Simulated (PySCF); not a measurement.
# AlSe−: bond curves at several levels of theory

An exercise on one series of results from a longer session: the logs are not shown, and one member is left open.

Method: Al aug-cc-pVDZ-DK, Se aug-cc-pVDZ-DK, spin-free X2C with a Gaussian nucleus; program: PySCF 2.14.0.

Set-up of the first run:

Settings of the job:

* atoms: Al, Se
* charge: -1
* basis: Al aug-cc-pVDZ-DK, Se aug-cc-pVDZ-DK
* Hamiltonian: spin-free X2C with a Gaussian nucleus
* basis functions: 63
* electrons treated: 48
* masses in u: 26.9815, 79.9165
* levels: PBE0, PBE, r²SCAN, BP86, B2PLYP, TPSSh, ωB97X, HF, MP2, SCS-MP2, CCSD, CCSD(T)
* grid: 80 radial by 434 angular points
* occupations: held fixed by the projection of orbital angular momentum
* dissociation limit: Al + Se−, each in its ground configuration
* starting distance in angstrom: 2.410
* values of 2S to try: 0, 2

Launch:

```sh
> OMP_NUM_THREADS=1 python dia.py task.json out
```

Steps of the session up to this table: Set-up; The PBE0 curve of the state that the search chose; Excited determinants; PBE; r²SCAN (meta-GGA); BP86 (GGA); B2PLYP; TPSSh (hybrid meta-GGA); ωB97X (range-separated hybrid); RHF (mean field); Adding correlation.

One table of the session follows, with a row left open; its other results are not shown here.

Energy (eV) from each level's lowest point:

| R (Å) | RHF | RHF-MP2 | RHF-SCS-MP2 | RHF-CCSD | RHF-CCSD(T) |
| --- | --- | --- | --- | --- | --- |
| 1.939 | 1.069 | 1.159 | 1.167 | n/a | n/a |
| 2.030 | 0.465 | 0.530 | 0.535 | 0.532 | 0.558 |
| 2.120 | 0.137 | 0.177 | 0.180 | 0.178 | 0.194 |
| 2.187 | 0.025 | 0.045 | 0.047 | 0.046 | 0.054 |
| 2.255 | 0.000 | 0.000 | 0.000 | 0.000 | 0.000 |
| 2.323 | ? | ? | ? | ? | ? |
| 2.413 | 0.173 | 0.126 | 0.122 | 0.126 | 0.104 |
| 2.526 | 0.423 | 0.341 | 0.335 | 0.343 | 0.304 |
| 2.661 | 0.798 | 0.675 | 0.666 | 0.678 | 0.616 |
| 2.841 | 1.355 | 1.180 | 1.165 | n/a | n/a |

Q: Estimate the row for R (Å) = 2.323 from the others.

Worked estimate for «RHF». A straight line through the neighbours (2.255, 0.000) and (2.413, 0.173) gives 0.000 + (0.173 − 0.000) × (2.323 − 2.255) / (2.413 − 2.255) = 0.074; a parabola fitted to 4 rows on both sides gives 0.047.

The run gave: RHF: 0.041; RHF-MP2: 0.021; RHF-SCS-MP2: 0.020; RHF-CCSD: 0.021; RHF-CCSD(T): 0.012. In «RHF» the line misses by +0.033 and the parabola by +0.006.

Caveats from the session: The anion's highest level is positive in at least one run, so there the basis alone may hold the extra electron.
